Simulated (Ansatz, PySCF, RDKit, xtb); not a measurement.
# C5H8FN: which of the isomers drawn lies lowest?

Which of a sample of isomers of C5H8FN is the most stable in the gas at 298.15 K, and what are its properties? The sample is small against all isomers, and the most stable one of this formula need not be in it.

The funnel: GFN2-xTB relaxations, single points with a density functional, relaxations at PBE0-D3(BJ)/def2-SVP, harmonic vibrations (at GFN2-xTB), and a last energy at a higher level. All values are calculated.

### Step 1. Drawing up candidates

Isomers were taken from a list of plausible structures; this is a sample, not all of them. That gives 4 candidates.

```tsv
label	SMILES	spin
c325	C=C(N)CC(=C)F	singlet
c713	C=C(F)CC(C)=N	singlet
c745	C=C(F)/C=C(\C)N	singlet
c872	C=C(F)/C=C(/C)N	singlet
```

Candidates are built by distance geometry, with a force field where one applies, in up to four conformers (letters a to d).

Q: Predict the outcome of this search (final energies at CCSD(T)/def2-SVP + MP2/def2-TZVPP - MP2/def2-SVP).

| quantity | value |
| --- | --- |
| lowest structure found | C=C(F)/C=C(/C)N, singlet |
| next finalist | C=C(F)CC(C)=N, singlet, 1.9 kcal/mol higher in G |
| share at equilibrium, among the finalists | 95.8 % |
| dipole moment (PBE0/def2-SVPD) | 2.50 D |
| HOMO energy (PBE0/def2-SVPD) | -5.58 eV |
| LUMO energy (PBE0/def2-SVPD) | -0.33 eV |
| HOMO–LUMO gap (PBE0/def2-SVPD) | 5.25 eV |
| lowest excitation (TD-PBE0/def2-SVPD) | 4.98 eV (f = 0.579) |
| lowest triplet excitation, same level, Tamm-Dancoff | 2.88 eV |
| vertical ionisation energy | 7.40 eV |
| vertical electron affinity | -1.36 eV (unbound: the value depends on the basis) |
| vertical triplet less singlet | +2.93 eV |

The search ends on `C=C(F)/C=C(/C)N`. The margin, 1.9 kcal/mol, is modest. With 3 minima in the window unscreened, the next finalist need not be the second lowest, and margin and share hold for the finalists alone. GFN2-xTB, r2SCAN-D4/def2-SVP, PBE0-D3(BJ)/def2-SVP, HF/def2-SVP and MP2/def2-SVP already put its bonding pattern lowest among the structures in one piece; HF/STO-3G favours the singlet C=C(F)CC(C)=N. 3 minima inside the window were never screened. The search is not exhaustive (a finite list of starts, one conformer a finalist), so a lower isomer can't be ruled out. Only 4 drawn patterns were tried, so whole families of isomers are missing, and the result ranks only the part of this sample that was screened. The lowest isomer need not be the one that is made and kept in a bottle, which depends on barriers.
